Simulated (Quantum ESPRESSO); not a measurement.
Runs of Quantum ESPRESSO 7.5 on MoS2. The structure is hexagonal, space group P6_3/mmc (No. 194). The conventional cell has a = 3.161 Å, b = 3.161 Å, c = 12.295 Å, α = 90.00°, β = 90.00°, γ = 120.00°. Mo (site symmetry -6m2) is surrounded by 6 S at 2.37 Å. S (site symmetry 3m) has 3 Mo at 2.37 Å as nearest neighbours. 

| level | U | gap on the mesh (eV) | pressure (GPa) | moment (μB) | largest force (eV/Å) |
| --- | --- | --- | --- | --- | --- |
| PBE+U | Mo d U = 4 eV | 1.06 | (b) | 0.00 | 0.73 |
| PBE+U | Mo d U = 3 eV | 1.04 | 5.5 | 0.00 | 0.86 |
| PBE+U | Mo d U = 1 eV | 0.98 | 7.9 | 0.00 | 1.10 |
| PBE+U | Mo d U = 6 eV | 1.12 | (c) | 0.00 | 0.47 |
| PBE+U | Mo d U = 2 eV | 1.01 | 6.7 | 0.00 | 0.98 |
| PBE+U | Mo d U = 5 eV | 1.09 | 2.9 | 0.00 | 0.60 |
| PBE | - | 0.96 | (a) | 0.00 | 1.21 |

Alike in all rows: task single point; potentials or basis PseudoDojo 0.5 SR PBE standard; spin collinear, ferromagnetic start; cell as given; k mesh 5 × 5 × 1; cutoff (eV) 1225; smearing gaussian 0.05 eV; the mesh is coarse, so values aren't converged.

Task: Estimate the missing entries.

Result: (a) 9.1; (b) 4.2; (c) 1.6.

Caveats: all runs use coarse meshes; an odd mesh through Γ misses points on the zone boundary, where band edges often lie; this functional lacks dispersion, which binds the layers, so the pressure and a relaxed spacing across them are unreliable; forces of over 1 eV/Å show positions far from the minimum, so gaps and moduli don't describe the material at rest (some runs).

A k mesh can miss the band edges, and the runs leave out spin-orbit coupling on Mo.

Not every run made on this cell is shown here.
